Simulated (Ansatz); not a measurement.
# ZrZn4N: one candidate of a structure search

The task: take a trial cell of ZrZn4N to zero force and stress.

Method: DFT PBE, scalar-relativistic, plane waves, PAW, in Ansatz 0.2.0.

### Step 1. The structure to begin with

Symmetry: F-43m, No. 216, cubic system. Conventional cell: a = 7.378 Å, b = 7.378 Å, c = 7.378 Å, α = 90.00°, β = 90.00°, γ = 90.00°. Zr (site symmetry -43m) is surrounded by 12 Zn at 3.02 Å. Around Zn (site symmetry 3m) lie 3 Zn at 1.97 Å and 1 N at 1.99 Å. Around N (site symmetry -43m) lie 4 Zn at 1.99 Å.

Structure file:

```
CELL_PARAMETERS angstrom
0.00000 3.68888 3.68888
3.68888 0.00000 3.68888
3.68888 3.68888 0.00000
ATOMIC_POSITIONS crystal
Zr 0.50000 0.50000 0.50000
Zn 0.15557 0.15557 0.15557
Zn 0.15557 0.15557 0.53330
Zn 0.15557 0.53330 0.15557
Zn 0.53330 0.15557 0.15557
N 0.00000 0.00000 0.00000
```

A structure generator made this guess: random cell by space group and Wyckoff sites (F-43m, No. 216). The dimensions are guesses.

### Step 2. The guess as it stands, on a coarse mesh

input.yaml

```yaml
crystal:
  lattice:
    - [0.0, 3.68887606, 3.68887606]
    - [3.68887606, 0.0, 3.68887606]
    - [3.68887606, 3.68887606, 0.0]
  atoms:
    - { symbol: Zr, position: [0.5, 0.5, 0.5] }
    - { symbol: Zn, position: [0.15556723, 0.15556723, 0.15556723] }
    - { symbol: Zn, position: [0.15556723, 0.15556723, 0.53329832] }
    - { symbol: Zn, position: [0.15556723, 0.53329832, 0.15556723] }
    - { symbol: Zn, position: [0.53329832, 0.15556723, 0.15556723] }
    - { symbol: "N", position: [0.0, 0.0, 0.0] }
basis:
  ecutwfc: 420
kpoints:
  mp_grid: { grid: [4, 4, 4] }
hamiltonian:
  xc: pbe
scf:
  occupations: { method: gaussian, width: 0.1 }
  lower_state_search: "off"
output:
  forces: true
  stress: true
  eigenvalues: true
```

Run with:

```bash
ansatz run input.yaml --threads 1 --pin off --max-ram 2560MiB --backend cpu --events-out ev --progress --plain --runs-dir out
```

The session goes on with these runs: coarse relaxation; spin check on a coarse mesh; full relaxation.

**Question.** What will these runs give? Wanted: conventional cell; volume; energy over the elements; gap on the mesh; total moment.

The runs gave:

| quantity | value |
| --- | --- |
| symmetry at the end (tolerance 0.05 Å) | space group F-43m (No. 216) |
| conventional cell | a = 7.888 Å, b = 7.888 Å, c = 7.888 Å, α = 90.00°, β = 90.00°, γ = 90.00° |
| volume | 20.45 Å³/atom |
| energy over the elements (uncorrected; H, N, O, F and Cl as molecules) | +0.50 eV/atom |
| gap on the mesh | none (metal) |
| total moment | 0.34 μB/cell |

In words: The space group F-43m (No. 216) is kept, and the volume per atom grows by 22.2 % from the first guess. With a positive formation energy it can't be a ground state. No finished test with a distortion of lower symmetry is shown, so the end may be a saddle point. Where forces pass 15 eV/Å atoms stand far too close, the PAW spheres overlap strongly and those numbers are rough. Other magnetic orders were not searched.
